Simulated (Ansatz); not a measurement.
O:

```
CELL_PARAMETERS angstrom
4.37743 -3.11011 0.00000
4.37743 3.11011 0.00000
-1.90831 0.00000 3.95335
ATOMIC_POSITIONS crystal
O 0.85178 0.85178 0.13264
O 0.14822 0.14822 0.86736
O 0.79225 0.79225 0.82168
O 0.20775 0.20775 0.17832
O 0.78609 0.27346 0.15539
O 0.72654 0.21391 0.84461
O 0.21391 0.72654 0.84461
O 0.27346 0.78609 0.15539
```

* Program: Ansatz 0.2.0
* Task: relaxation of cell and atoms
* Functional: PBEsol
* Potentials or basis: Ansatz PAW
* Cutoff: 420 eV (not typed: the program's choice for these potentials)
* k mesh: 6 × 6 × 7
* Occupations: fermi-dirac, width 0.05 eV
* Spin: no spin polarisation

At the start: volume 13.46 Å³/atom.

Task: Where does the relaxation end?

Result: It ends after 29 steps and the volume is 16.11 Å³/atom (+19.7 %); space group C2/m (No. 12, to 0.05 Å).

The path:
| step | energy change (eV) | largest force (eV/Å) | volume (Å³) |
| --- | --- | --- | --- |
| 1 | 0.0000 | 1.6119 | 107.64 |
| 2 | -0.0847 | 0.5063 | 110.99 |
| 3 | -0.0940 | 0.1772 | 111.01 |
| 4 | -0.0999 | 0.0529 | 110.22 |
| 5 | -0.0989 | 0.0635 | 110.41 |
| 6 | -0.0985 | 0.0009 | 110.50 |
| 7 | -0.1163 | 0.0045 | 110.50 |
| 8 | -0.1035 | 0.0074 | 112.78 |
| 9 | -0.0992 | 0.0357 | 113.49 |
| 10 | -0.0974 | 0.0019 | 113.81 |
| 11 | -0.1208 | 0.0037 | 113.81 |
| 12 | -0.1095 | 0.0024 | 115.93 |
| 13 | -0.0860 | 0.0752 | 118.99 |
| 14 | -0.0872 | 0.0347 | 118.98 |
| 15 | -0.0885 | 0.0042 | 118.85 |
| 16 | -0.1250 | 0.0070 | 118.85 |
| 17 | -0.1122 | 0.0082 | 121.09 |
| 18 | -0.0978 | 0.0133 | 123.19 |
| 19 | -0.0975 | 0.0041 | 123.21 |
| 20 | -0.1272 | 0.0044 | 123.21 |
| 21 | -0.1184 | 0.0024 | 124.75 |
| 22 | -0.1097 | 0.0031 | 126.13 |
| 23 | -0.1092 | 0.0026 | 126.23 |
| 24 | -0.1279 | 0.0034 | 126.23 |
| 25 | -0.1182 | 0.0117 | 127.96 |
| 26 | -0.1144 | 0.0214 | 128.58 |
| 27 | -0.1120 | 0.0227 | 128.96 |
| 28 | -0.1127 | 0.0077 | 128.86 |
| 29 | -0.1284 | 0.0072 | 128.86 |

Final structure:
```
O
1.0
     4.59839   -3.24411   -0.01984
     4.59839    3.24411   -0.01984
    -2.02256    0.00000    4.32774
O
8
Direct
  0.85340 0.85340 0.09764
  0.14660 0.14660 0.90236
  0.80750 0.80750 0.82009
  0.19250 0.19250 0.17991
  0.79427 0.25184 0.13875
  0.74816 0.20573 0.86125
  0.20573 0.74816 0.86125
  0.25184 0.79427 0.13875
```

Caveat: the volume moved by over 15 % at a fixed basis, so the end points are rough; spin is off for a triplet molecule; the plane-wave basis is chosen anew once the cell has moved, so the energies of steps on either side of that aren't comparable; the pressure holds a Pulay correction of +0.9 GPa for the finite cutoff; the PAW data sets come from PBE, with cores solved anew for the run's functional, which leaves a small shift of forces and pressure.
